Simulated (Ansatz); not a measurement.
# Si: the cost of one run

All numbers below are computed with Ansatz 0.2.0 (DFT PBE+D3(BJ), plane waves, PAW, scalar-relativistic, no spin polarisation).

**1. The structure to begin with**

The cell holds 17 atoms (Si17): a = 7.679 Å, b = 7.679 Å, c = 7.679 Å, α = 60.00°, β = 60.00°, γ = 60.00°.

Its coordinates follow in the input file.

**2. End point A**

Contents of input.yaml:

```yaml
crystal:
  lattice:
    - [0.0, 5.43, 5.43]
    - [5.43, 0.0, 5.43]
    - [5.43, 5.43, 0.0]
  atoms:
    - { symbol: Si, position: [0.0, 0.0, 0.0] }
    - { symbol: Si, position: [0.125, 0.125, 0.125] }
    - { symbol: Si, position: [0.0, 0.0, 0.5] }
    - { symbol: Si, position: [0.125, 0.125, 0.625] }
    - { symbol: Si, position: [0.0, 0.5, 0.0] }
    - { symbol: Si, position: [0.125, 0.625, 0.125] }
    - { symbol: Si, position: [0.0, 0.5, 0.5] }
    - { symbol: Si, position: [0.125, 0.625, 0.625] }
    - { symbol: Si, position: [0.5, 0.0, 0.0] }
    - { symbol: Si, position: [0.625, 0.125, 0.125] }
    - { symbol: Si, position: [0.5, 0.0, 0.5] }
    - { symbol: Si, position: [0.625, 0.125, 0.625] }
    - { symbol: Si, position: [0.5, 0.5, 0.0] }
    - { symbol: Si, position: [0.625, 0.625, 0.125] }
    - { symbol: Si, position: [0.5, 0.5, 0.5] }
    - { symbol: Si, position: [0.625, 0.625, 0.625] }
    - { symbol: Si, position: [0.3819835, 0.3706607, 0.3739559] }
basis:
  ecutwfc: 420.0
kpoints:
  mp_grid: { grid: [2, 2, 2] }
hamiltonian:
  xc: pbe
  dispersion: d3bj
  pseudopotentials: { kind: paw, azcp: { folder: soft_1 } }
scf:
  occupations: { method: gaussian, width: 0.02 }
  lower_state_search: "off"
relax:
  f_tol: 0.03
  max_steps: 60
  adjacent_minimum: "off"
```

On the command line:

```bash
$ ansatz run input.yaml --threads 1 --pin off --max-ram 3072MiB --backend cpu --events-out ev --progress --plain --runs-dir out
```

What time and memory should one allow on 1 thread of AMD EPYC 9R45 (Zen 5), shared host?

About 5.3 s, with a peak of 0.56 GiB.
